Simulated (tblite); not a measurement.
# C6H5NOSi: the cost of one run

Computed with tblite 0.8.0 and PySCF 2.14.0 and routines of our own; the level stands in each step. Atoms count from 0.

### Step 1. The system as given

14 atoms, charge 0, multiplicity 1; geometry from: force field or distance geometry start.

### Step 2. Relaxing the molecule with GFN2-xTB, one coordinate held

Job settings and geometry (Å):

```
{"job": {"kind": "relax", "xc": "GFN2-xTB", "basis": "xTB"}, "charge": 0, "multiplicity": 1}
C      3.468300     0.686400     0.190400
C      2.506700     0.088300    -0.240600
C      1.387900    -0.639900    -0.748200
O      1.348900    -1.037300    -1.912600
Si    -0.077900    -0.942300     0.384900
C     -1.486400     0.213500     0.065600
C     -2.766400    -0.131700    -0.104500
C     -1.055400     1.576000     0.032700
N     -0.701200     2.671400     0.006500
H      4.298700     1.230900     0.556800
H     -0.593100    -2.338200     0.252000
H      0.305100    -0.819400     1.814100
H     -3.467300    -0.210900     0.742000
H     -3.164200    -0.361600    -1.089500
```

The run is started by

```console
$ OMP_NUM_THREADS=1 python excited_run.py task.json out
```

One launch serves the whole session: the jobs run in the order shown.

Q: Estimate the wall time and peak memory of this first job on 1 thread of Intel Xeon Platinum 8488C, shared host.

About 5.1 s, with a peak of 0.18 GiB.
